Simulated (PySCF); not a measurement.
**GeCl: the SCF solver's settings**

Do solver options change the result for GeCl, or only the number of cycles?

The runs use PySCF 2.14.0; method and basis as typed in the scripts.

4 further runs of the same task are left out: 4 that didn't finish.

### Step 1. Starting geometry

GeCl: 2 atoms, charge 0, spin multiplicity 2.

Bond lengths: Ge1–Cl2 2.023 Å.

### Step 2. The base run

File input.py:

```python
from pyscf import gto, scf, mcscf, mrpt

mol = gto.M(
    atom='Ge 0 0 0; Cl 0 0 2.023',
    basis='sbkjc',
    ecp={'Ge': 'sbkjc', 'Cl': 'sbkjc'},
    charge=0,
    spin=1,
    verbose=3,
)
mf = scf.ROHF(mol)
mf = mf.density_fit(auxbasis='def2-universal-jkfit')
mf.kernel()
mc = mcscf.CASSCF(mf, 5, 5)
mc.kernel()
mc.analyze()
mrpt.NEVPT(mc).kernel()
mf.dip_moment()
print('orbital energies (hartree):', mf.mo_energy[..., max(0, mol.nelec[1]-3):mol.nelec[0]+3].round(4))
```

Run with:

```bash
python input.py
```

The log of this run is left out.

It gives: E(SCF) = -18.371279 Eh, E(CAS) − E(SCF) = -0.02119 Eh, NEVPT2 = -0.03219 Eh, μ = 1.91 D (of the SCF density).

The bond length is a typed value, not an optimised one.

### Step 3. Level shift 0.5 hartree

Edit 1 changes level shift: none → 0.5 hartree.

File input.py:

```python
from pyscf import gto, scf, mcscf, mrpt

mol = gto.M(
    atom='Ge 0 0 0; Cl 0 0 2.023',
    basis='sbkjc',
    ecp={'Ge': 'sbkjc', 'Cl': 'sbkjc'},
    charge=0,
    spin=1,
    verbose=3,
)
mf = scf.ROHF(mol)
mf = mf.density_fit(auxbasis='def2-universal-jkfit')
mf.level_shift = 0.5
mf.kernel()
mc = mcscf.CASSCF(mf, 5, 5)
mc.kernel()
mc.analyze()
mrpt.NEVPT(mc).kernel()
mf.dip_moment()
print('orbital energies (hartree):', mf.mo_energy[..., max(0, mol.nelec[1]-3):mol.nelec[0]+3].round(4))
```

Run with:

```bash
python input.py
```

### Step 4. DIIS space 4

Edit 2 changes DIIS space: default → 4.

input.py: that of step 2 with these lines changed.

```diff
@@ -12,2 +12,3 @@
 mf = mf.density_fit(auxbasis='def2-universal-jkfit')
+mf.diis_space = 4
 mf.kernel()
```

### Step 5. Second-order solver on

Edit 3 changes second-order solver: off → on.

input.py: that of step 2 with these lines changed.

```diff
@@ -12,2 +12,3 @@
 mf = mf.density_fit(auxbasis='def2-universal-jkfit')
+mf = mf.newton()
 mf.kernel()
```

### Step 6. Smearing width 0.001 hartree

Edit 4 changes smearing width: none → 0.001 hartree; step after the SCF: nevpt2 → none.

input.py: that of step 2 with these lines changed.

```diff
@@ -1,2 +1,2 @@
-from pyscf import gto, scf, mcscf, mrpt
+from pyscf import gto, scf
 
@@ -12,7 +12,4 @@
 mf = mf.density_fit(auxbasis='def2-universal-jkfit')
+mf = scf.addons.smearing_(mf, sigma=0.001, method='fermi')
 mf.kernel()
-mc = mcscf.CASSCF(mf, 5, 5)
-mc.kernel()
-mc.analyze()
-mrpt.NEVPT(mc).kernel()
 mf.dip_moment()
```

### Step 7. Initial guess mod_huckel

Edit 5 changes initial guess: minao → mod_huckel.

input.py: that of step 2 with these lines changed.

```diff
@@ -12,2 +12,3 @@
 mf = mf.density_fit(auxbasis='def2-universal-jkfit')
+mf.init_guess = 'mod_huckel'
 mf.kernel()
```

**Question.** What will these runs give? Wanted: for each run, E(SCF); from base; SCF dipole; after the SCF.

As calculated:

| run | E(SCF) (hartree) | from base (eV) | SCF dipole (D) | after the SCF |
| --- | --- | --- | --- | --- |
| base | -18.371279 | 0 | 1.91 | NEVPT2 correlation -1.453 eV (from the SCF energy, the CASSCF gain included) |
| level shift 0.5 hartree | -18.371279 | 0.0000 | 1.91 | NEVPT2 correlation -1.453 eV (from the SCF energy, the CASSCF gain included) |
| DIIS space 4 | -18.371279 | 0.0000 | 1.91 | NEVPT2 correlation -1.453 eV (from the SCF energy, the CASSCF gain included) |
| second-order solver on | -18.371279 | 0.0000 | 1.91 | NEVPT2 correlation -1.453 eV (from the SCF energy, the CASSCF gain included) |
| smearing width 0.001 hartree (poor choice) | -18.261426 | not comparable | 1.45 | n/a |
| initial guess mod_huckel | -18.371279 | 0.0000 | 1.91 | NEVPT2 correlation -1.453 eV (from the SCF energy, the CASSCF gain included) |

**Reading.** With level shift 0.5 hartree or DIIS space 4 or second-order solver on or initial guess mod_huckel the SCF ends at the base energy. Rows marked «poor choice» come from settings spoiled on purpose.
